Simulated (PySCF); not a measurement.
# One shape, several levels: C2H5NSi (SMILES C[SiH2]C#N)

Wanted: a comparison of 6 runs (HF/STO-3G, HF/3-21G, HF/def2-SVP, PBE0/6-31G, B3LYP/6-31G*, PBE/aug-cc-pVDZ) of C2H5NSi. 

The calculation is run with PySCF 2.14.0.

## 1. The system as given

The species is C2H5NSi (9 atoms), meant as a singlet with charge 0. As SMILES, `C[SiH2]C#N`. The coordinates come from a PBE0-D4/def2-TZVP relaxation.

Bond lengths: C1–Si2 1.859 Å, Si2–C3 1.855 Å, C3–N4 1.152 Å, C1–H5 1.092 Å, C1–H6 1.092 Å, C1–H7 1.092 Å, Si2–H8 1.482 Å, Si2–H9 1.482 Å. Some angles: C1–Si2–C3 108.8°, Si2–C3–N4 178.8°, C1–Si2–H8 112.7°, C1–Si2–H9 112.7°, C3–Si2–H8 106.1°, C3–Si2–H9 106.1°, Si2–C1–H5 110.7°, Si2–C1–H6 110.7°, Si2–C1–H7 110.1°, H8–Si2–H9 110.0°.

## 2. Energy and forces at HF/STO-3G (run 1)

Input file input.py:

```python
# C[SiH2]C#N
import pyscf.grad
from pyscf import gto

mol = gto.Mole()
mol.atom = '''
C     -1.269896     1.759524    -0.940139
Si    -0.277412    -1.048042     0.922753
C      3.095938    -1.719840     0.245286
N      5.191645    -2.102131    -0.203335
H     -1.047097     1.409925    -2.960823
H     -0.137572     3.407932    -0.434259
H     -3.253919     2.192838    -0.568619
H     -1.688092    -3.362579     0.221098
H     -0.446731    -0.625121     3.685533
'''
mol.verbose = 4
mol.basis = 'sto-3g'
mol.max_memory = 1860
mol.unit = 'bohr'
mol.build()

mf = mol.RHF()
mf.conv_tol = 1e-10
mf.kernel()
if not mf.converged:
    mf = mf.newton().run(mf.mo_coeff, mf.mo_occ)

e_final = mf.e_tot
print(f'total energy: {e_final:.8f} hartree')
grad = mf.Gradients().kernel()
mf.analyze()
```

The run is started by

```bash
$ OMP_NUM_THREADS=1 python input.py
```

The log of the run:

```text
PySCF version 2.14.0

[... 62 lines left out ...]
total energy: -417.08151310 hartree
[... 20 lines left out ...]
MO #1   energy= -68.0443004195349  occ= 2
[... 6 lines left out ...]
MO #8   energy= -4.04416569224423  occ= 2
[... 6 lines left out ...]
MO #15  energy= -0.45769781616433  occ= 2
[... 6 lines left out ...]
MO #22  energy= 0.457518668686667  occ= 0
[... 6 lines left out ...]
MO #29  energy= 1.27691544848498   occ= 0
[... 41 lines left out ...]
Dipole moment(X, Y, Z, Debye): -3.44751,  0.90928,  0.51613
```

It took 1.6 s on 1 thread of Intel Xeon at 2.70GHz, shared host; peak memory 0.12 GiB.

## 3. Energy and gradient at HF/3-21G (run 2)

Input file start.xyz:

```xyz
9

C     -0.672000     0.931100    -0.497500
Si    -0.146800    -0.554600     0.488300
C      1.638300    -0.910100     0.129800
N      2.747300    -1.112400    -0.107600
H     -0.554100     0.746100    -1.566800
H     -0.072800     1.803400    -0.229800
H     -1.721900     1.160400    -0.300900
H     -0.893300    -1.779400     0.117000
H     -0.236400    -0.330800     1.950300
```

Input file run.py:

```python
# C[SiH2]C#N
import pyscf.grad
from pyscf import gto

mol = gto.Mole()
mol.atom = 'start.xyz'
mol.verbose = 4
mol.basis = '3-21g'
mol.max_memory = 1860
mol.build()

hf = mol.RHF()
hf.conv_tol = 1e-10
hf.kernel()
if not hf.converged:
    hf = hf.newton().run(hf.mo_coeff, hf.mo_occ)

e_final = hf.e_tot
print('Final energy', e_final)
grad = hf.Gradients().kernel()
hf.analyze()
```

The run is started by

```bash
$ OMP_NUM_THREADS=1 python run.py
```

The log of the run:

```text
PySCF version 2.14.0

[... 86 lines left out ...]
DFT Exchange-Correlation Energy =      -38.957701840870016
[... 11 lines left out ...]
MO #10  energy= -0.981035271877978 occ= 2
[... 9 lines left out ...]
MO #20  energy= 0.138575536876966  occ= 0
[... 9 lines left out ...]
MO #30  energy= 0.474117724802627  occ= 0
[... 9 lines left out ...]
MO #40  energy= 1.29540119503364   occ= 0
[... 9 lines left out ...]
MO #50  energy= 3.02281386720158   occ= 0
[... 62 lines left out ...]
Dipole moment(X, Y, Z, Debye): -3.56695,  1.31081,  0.24146
```

It took 1.8 s on 1 thread of Intel Xeon at 2.70GHz, shared host; peak memory 0.13 GiB.

## 4. Energy and forces at HF/def2-SVP (run 3)

Input file job.py:

```python
import pyscf.grad
from pyscf import gto

mol = gto.Mole()
mol.atom = '''
C       -0.672000       0.931100      -0.497500
Si      -0.146800      -0.554600       0.488300
C        1.638300      -0.910100       0.129800
N        2.747300      -1.112400      -0.107600
H       -0.554100       0.746100      -1.566800
H       -0.072800       1.803400      -0.229800
H       -1.721900       1.160400      -0.300900
H       -0.893300      -1.779400       0.117000
H       -0.236400      -0.330800       1.950300
'''
mol.verbose = 4
mol.max_memory = 1860
mol.spin = 0
mol.charge = 0
mol.basis = 'def2-svp'
mol.build()

myscf = mol.RHF()
myscf.conv_tol = 1e-10
myscf.kernel()
if not myscf.converged:
    myscf = myscf.newton().run(myscf.mo_coeff, myscf.mo_occ)

energy = myscf.e_tot
print('Final energy', energy)
grad = myscf.Gradients().kernel()
myscf.analyze()
```

The run is started by

```bash
$ OMP_NUM_THREADS=1 python job.py
```

The log of the run:

```text
PySCF version 2.14.0

[... 93 lines left out ...]
MO #5   energy= -6.16487504103528  occ= 2
[... 15 lines left out ...]
MO #21  energy= 0.138692550032364  occ= 0
[... 15 lines left out ...]
MO #37  energy= 0.713218173513691  occ= 0
[... 15 lines left out ...]
MO #53  energy= 1.16240716211851   occ= 0
[... 15 lines left out ...]
MO #69  energy= 2.11294808955265   occ= 0
[... 15 lines left out ...]
MO #85  energy= 3.73944252649878   occ= 0
[... 97 lines left out ...]
Dipole moment(X, Y, Z, Debye): -3.72889,  1.35896,  0.26147
```

Run time: 6 s. Hardware: 1 thread of Intel Xeon at 2.70GHz, shared host; peak memory 0.17 GiB.

Runs 4 to 5 aren't shown in full; the table further down has their settings and results.

## 5. Energy and forces at PBE/aug-cc-pVDZ (run 6)

Input file calc.py:

```python
from pyscf import gto, dft

system = gto.M(
    atom='''
C     -1.269896     1.759524    -0.940139
Si    -0.277412    -1.048042     0.922753
C      3.095938    -1.719840     0.245286
N      5.191645    -2.102131    -0.203335
H     -1.047097     1.409925    -2.960823
H     -0.137572     3.407932    -0.434259
H     -3.253919     2.192838    -0.568619
H     -1.688092    -3.362579     0.221098
H     -0.446731    -0.625121     3.685533
''',
    unit='bohr',
    max_memory=1860,
    basis='aug-cc-pvdz',
    spin=0,
    verbose=4,
)

myscf = dft.RKS(system, xc='pbe')
myscf.grids.level = 5
myscf.conv_tol = 1e-10
myscf.kernel()
if not myscf.converged:
    myscf = myscf.newton().run(myscf.mo_coeff, myscf.mo_occ)

energy = myscf.e_tot
print('E(%s) = %.9f' % ('PBE', energy))
grad = myscf.nuc_grad_method().kernel()
myscf.analyze()
```

The run is started by

```bash
$ OMP_NUM_THREADS=1 python calc.py
```

The log of the run:

```text
PySCF version 2.14.0

[... 120 lines left out ...]
MO #16  energy= -0.335481420503757 occ= 2
[... 24 lines left out ...]
MO #41  energy= 0.132215133314465  occ= 0
[... 24 lines left out ...]
MO #66  energy= 0.399578981785839  occ= 0
[... 24 lines left out ...]
MO #91  energy= 0.810636254866401  occ= 0
[... 24 lines left out ...]
MO #116 energy= 1.59691557528365   occ= 0
[... 24 lines left out ...]
MO #141 energy= 3.02913144925266   occ= 0
[... 153 lines left out ...]
Dipole moment(X, Y, Z, Debye): -3.71921,  1.44332,  0.19145
```

Wall time 68 s (1 thread of Intel Xeon at 2.70GHz, shared host); peak memory 1.6 GiB.

## 6. The series

```
run                               level  integration grid  Cartesian functions  energy (Eh)  dipole moment (D)  HOMO energy (eV)  LUMO energy (eV)  wall time
  1                           HF/STO-3G                 –                   no  -417.081513               3.60            -10.58              9.78      1.6 s
  2                            HF/3-21G                 –                   no  -419.765881               3.81            -12.46              3.77      1.8 s
  3                         HF/def2-SVP                 –                   no  -421.846706               3.98            -12.63              3.28        6 s
  4                          PBE0/6-31G                 5                   no  -423.080460               3.96             -9.48              0.05       18 s
  5  B3LYP/6-31G* (Cartesian functions)                 5                  yes  -423.466606               3.84             -9.03             -0.30       26 s
  6                     PBE/aug-cc-pVDZ                 5                   no  -423.144916               3.99             -8.21             -1.48       68 s
```

## 7. Outcome

| quantity | value |
| --- | --- |
| run 6: total energy | -423.14492 Eh |
| run 6: dipole moment | 3.99 D |
| run 6: HOMO energy | -8.21 eV |
| run 6: LUMO energy | -1.48 eV |
| run 6: HOMO–LUMO gap | 6.73 eV |
| run 6: largest force on an atom | 2.829 eV/Å |

In words: The dipole moment (its size) runs from 3.60 D (HF/STO-3G) to 3.99 D (PBE/aug-cc-pVDZ). The two ends differ in method and basis. The HOMO–LUMO gap runs from 6.73 eV (PBE/aug-cc-pVDZ) to 20.36 eV (HF/STO-3G). Totals of different functionals can't be ranked against each other. In run 1 the basis is minimal, so the values are rough. All runs together took 2 min, the longest 68 s.
